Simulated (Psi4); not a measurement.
# CH3Cl3Si (methyltrichlorosilane): SVWN5/cc-pVDZ

What is the energy change on altering one bond length of CH3Cl3Si (methyltrichlorosilane) at SVWN5/cc-pVDZ? 

The results are computed with Psi4 1.11.

5 further runs of the same task are left out: 5 that didn't finish.

## (1) The molecule

CH3Cl3Si: 8 atoms, total charge 0, spin state singlet. SMILES: `C[Si](Cl)(Cl)Cl`. The shape is that of a PBE0-D4/def2-TZVP optimisation.

Bond lengths: C1–Si2 1.841 Å, Si2–Cl3 2.039 Å, Si2–Cl4 2.039 Å, Si2–Cl5 2.039 Å, C1–H6 1.092 Å, C1–H7 1.092 Å, C1–H8 1.092 Å. Some angles: C1–Si2–Cl3 110.7°, C1–Si2–Cl4 110.7°, C1–Si2–Cl5 110.6°, Cl3–Si2–Cl4 108.3°, Cl3–Si2–Cl5 108.3°, Cl4–Si2–Cl5 108.3°, Si2–C1–H6 110.0°, Si2–C1–H7 110.0°, Si2–C1–H8 110.0°, H6–C1–H7 109.0°.

## (2) Energy and forces at SVWN5/cc-pVDZ

File ch3cl3si.xyz:

```xyz
8
CH3Cl3Si
C     -0.728900    -0.279600     0.686100
Si     0.568900     0.197900    -0.528700
Cl     2.360400    -0.640000    -0.033600
Cl     0.065900    -0.429500    -2.402200
Cl     0.801200     2.223000    -0.573800
H     -0.844500    -1.365200     0.700800
H     -0.448300     0.061100     1.684800
H     -1.682600     0.175200     0.410800
```

File calc.py:

```python
import psi4

psi4.set_memory('1600 MB')
psi4.set_num_threads(1)
psi4.core.set_output_file('ch3cl3si.out', False)

with open('ch3cl3si.xyz') as f:
    atoms = ''.join(f.readlines()[2:])
m = psi4.geometry('0 1\n' + atoms + 'symmetry c1\nno_reorient\nno_com')

options = {'basis': 'cc-pVDZ', 'puream': True, 'e_convergence': 1e-09, 'd_convergence': 1e-08, 'scf_type': 'pk', 'dft_radial_points': 99, 'dft_spherical_points': 590}
psi4.set_options(options)

e_tot, wfn = psi4.gradient("scf", dft_functional={"name": "SVWN5", "x_functionals": {"LDA_X": {}}, "c_functionals": {"LDA_C_VWN": {}}}, return_wfn=True)
psi4.oeprop(wfn, "QUADRUPOLE", "DIPOLE", "WIBERG_LOWDIN_INDICES", title="SCF")
print('gradient / Eh bohr^-1')
print(e_tot.np.round(6))
print(f'energy = {wfn.energy():.10f} Eh')
```

Started as:

```sh
python calc.py
```

ch3cl3si.out:

```text
[...]
  Running in c1 symmetry.
[...]
  Nuclear repulsion =  440.297333645516005
[...]
  Multiplicity = 1
[...]
  Nalpha       = 37
  Nbeta        = 37
[...]
    Number of basis functions: 101
[...]
   @RKS iter   1: -1703.83162428125979    3.62783e-01   8.22662e-03 ADIIS/DIIS
[...]
   @RKS iter  11: -1704.19784652850558   -1.59162e-12   3.99013e-09 DIIS
[...]
    Orbital Energies [Eh]
    ---------------------
    Doubly Occupied:
       1A   -100.316454     2A   -100.316451     3A   -100.316439
       4A    -65.229271     5A     -9.797239     6A     -9.147033
       7A     -9.146958     8A     -9.146947     9A     -7.004548
      10A     -7.004542    11A     -7.004528    12A     -6.997193
      13A     -6.997190    14A     -6.997177    15A     -6.997072
      16A     -6.997068    17A     -6.997054    18A     -5.118708
      19A     -3.561632    20A     -3.561631    21A     -3.557705
      22A     -0.796161    23A     -0.757236    24A     -0.757221
      25A     -0.658816    26A     -0.485162    27A     -0.407401
      28A     -0.407399    29A     -0.370281    30A     -0.370277
      31A     -0.369250    32A     -0.318066    33A     -0.318062
      34A     -0.294274    35A     -0.294266    36A     -0.292682
[...]
  @RKS Final Energy: -1704.19784652850558
   => Energetics <=
    Nuclear Repulsion Energy =            440.2973336455160052
    One-Electron Energy =               -3238.0725657609764312
    Two-Electron Energy =                1199.8729994234474816
    DFT Exchange-Correlation Energy =    -106.2956138364927199
    Empirical Dispersion Energy =           0.0000000000000000
    VV10 Nonlocal Energy =                  0.0000000000000000
    Total Energy =                      -1704.1978465285055790
[...]
  -Total Gradient:
     Atom            X                  Y                   Z
    ------   -----------------  -----------------  -----------------
       1       -0.006661822998    -0.002472712824     0.006229739772
       2        0.006764476249     0.002456929515    -0.006346016069
       3       -0.008864720862     0.004044854199    -0.002288139991
       4        0.002329732872     0.003014397217     0.009265310766
       5       -0.001256311331    -0.009896885593     0.000336269847
       6        0.000879066119     0.012281510772     0.000243788960
       7       -0.003652282302    -0.004058111597    -0.010998691730
       8        0.010470686537    -0.005368264059     0.003562966163
[...]
 Multipole Moments:
 ------------------------------------------------------------------------------------
     Multipole            Electronic (a.u.)      Nuclear  (a.u.)        Total (a.u.)
 ------------------------------------------------------------------------------------
 L = 1.  Multiply by 2.5417464519 to convert [e a0] to [Debye]
 Dipole X            :       -105.4468969          104.8482415           -0.5986554
 Dipole Y            :        -37.2092467           36.9887433           -0.2205035
 Dipole Z            :         98.1684066          -97.6081338            0.5602728
 Magnitude           :                                                    0.8490675
 L = 2.  Multiply by 1.3450342976 to convert [e a0^2] to [Debye ang]
 Quadrupole XX       :       -461.5811582          418.4070928          -43.1740654
 Quadrupole XY       :        -27.6669911           27.6598758           -0.0071154
[...]
```

The script printed:

```text
gradient / Eh bohr^-1
[[-0.006662 -0.002473  0.00623 ]
 [ 0.006764  0.002457 -0.006346]
 [-0.008865  0.004045 -0.002288]
 [ 0.00233   0.003014  0.009265]
 [-0.001256 -0.009897  0.000336]
 [ 0.000879  0.012282  0.000244]
 [-0.003652 -0.004058 -0.010999]
 [ 0.010471 -0.005368  0.003563]]
energy = -1704.1978465285 Eh
```

Run time: 80 s. Hardware: 1 thread of Intel Xeon 6975P-C (Granite Rapids), shared host; peak memory 0.79 GiB.

## (3) The distorted shape: the energy at SVWN5/cc-pVDZ

File ch3cl3si.py:

```python
import psi4

psi4.set_memory('1600 MB')
psi4.set_num_threads(1)
psi4.set_output_file('ch3cl3si.out', False)

geom = psi4.geometry("""
0 1
C
Si 1 1.84066
Cl 2 2.038792 1 110.65057
Cl 2 3.6698 1 110.65207 3 120.00353
Cl 2 2.038879 1 110.64618 3 -119.99857
H 1 1.091836 2 109.96661 3 -60.0345
H 1 1.091886 6 108.97412 2 -120.60704
H 1 1.091868 6 108.96984 7 -118.79801
symmetry c1
no_reorient
no_com
""")

options = {'basis': 'cc-pVDZ', 'reference': 'rks', 'puream': True, 'e_convergence': 1e-09, 'd_convergence': 1e-08, 'scf_type': 'pk', 'dft_radial_points': 99, 'dft_spherical_points': 590}
psi4.set_options(options)

e_tot = psi4.energy('scf', dft_functional={"name": "SVWN5", "x_functionals": {"LDA_X": {}}, "c_functionals": {"LDA_C_VWN": {}}}, molecule=geom)
print(f'total energy {e_tot:.8f} hartree = {e_tot * 27.211386:.5f} eV')
```

Started as:

```sh
python ch3cl3si.py
```

ch3cl3si.out:

```text
[...]
  Running in c1 symmetry.
[...]
  Nuclear repulsion =  377.672283371817059
[...]
  Multiplicity = 1
[...]
  Nalpha       = 37
  Nbeta        = 37
[...]
    Number of basis functions: 101
[...]
   @RKS iter   1: -1703.60410735489040    1.74281e-01   8.52722e-03 ADIIS/DIIS
[...]
   @RKS iter  15: -1704.05834916642698   -2.61480e-10   8.72455e-09 DIIS
[...]
    Orbital Energies [Eh]
    ---------------------
    Doubly Occupied:
       1A   -100.358672     2A   -100.358661     3A   -100.245098
       4A    -65.271068     5A     -9.837555     6A     -9.188758
       7A     -9.188691     8A     -9.068462     9A     -7.046507
      10A     -7.046493    11A     -7.039418    12A     -7.039405
      13A     -7.038367    14A     -7.038353    15A     -6.929620
      16A     -6.918375    17A     -6.918360    18A     -5.158869
      19A     -3.602157    20A     -3.601673    21A     -3.598080
      22A     -0.822184    23A     -0.795267    24A     -0.696261
      25A     -0.644143    26A     -0.512500    27A     -0.438885
      28A     -0.430066    29A     -0.402489    30A     -0.397995
      31A     -0.365332    32A     -0.338348    33A     -0.337200
      34A     -0.326277    35A     -0.243293    36A     -0.209742
[...]
  @RKS Final Energy: -1704.05834916642698
   => Energetics <=
    Nuclear Repulsion Energy =            377.6722833718170591
    One-Electron Energy =               -3112.1269840504605781
    Two-Electron Energy =                1136.5125476098651234
    DFT Exchange-Correlation Energy =    -106.1161960976487819
    Empirical Dispersion Energy =           0.0000000000000000
    VV10 Nonlocal Energy =                  0.0000000000000000
    Total Energy =                      -1704.0583491664269786
[...]
 Multipole Moments:
 ------------------------------------------------------------------------------------
     Multipole            Electronic (a.u.)      Nuclear  (a.u.)        Total (a.u.)
 ------------------------------------------------------------------------------------
 L = 1.  Multiply by 2.5417464519 to convert [e a0] to [Debye]
 Dipole X            :         -0.7280864           -1.2371591           -1.9652455
 Dipole Y            :         -0.4204894           -0.7144957           -1.1349850
 Dipole Z            :          7.0614691           -8.7660800           -1.7046109
 Magnitude           :                                                    2.8383233
[...]
```

The script printed:

```text
total energy -1704.05834917 hartree = -46369.78951 eV
```

Run time: 22 s. Hardware: 1 thread of Intel Xeon 6975P-C (Granite Rapids), shared host; peak memory 0.76 GiB.

## (4) Results

At SVWN5/cc-pVDZ:

```
                                                           quantity           value
                                          first shape: total energy  -1704.19785 Eh
                                         first shape: dipole moment          2.16 D
                                           first shape: HOMO energy        -7.70 eV
                                           first shape: LUMO energy        -0.78 eV
                                         first shape: HOMO–LUMO gap         6.92 eV
                              first shape: largest force on an atom      0.633 eV/Å
                                      distorted shape: total energy  -1704.05835 Eh
                                     distorted shape: dipole moment          7.21 D
                                       distorted shape: HOMO energy        -5.70 eV
                                       distorted shape: LUMO energy        -5.34 eV
                                     distorted shape: HOMO–LUMO gap         0.37 eV
energy change with the Si2–Cl4 bond stretched from 2.039 to 3.670 Å        3.796 eV
```

One bond (distorted shape) is far stretched, which a spin-restricted single reference describes badly; a broken-symmetry solution may lie lower. With the Si2–Cl4 bond stretched from 2.039 to 3.670 Å the energy rises by 3.80 eV (88 kcal/mol). The first shape isn't relaxed at this level, so the change isn't measured from a minimum. A restricted reference can't describe the breaking bond well at this length. The largest force (first shape) is 0.63 eV/Å: the shape isn't a stationary point for this species at this level.
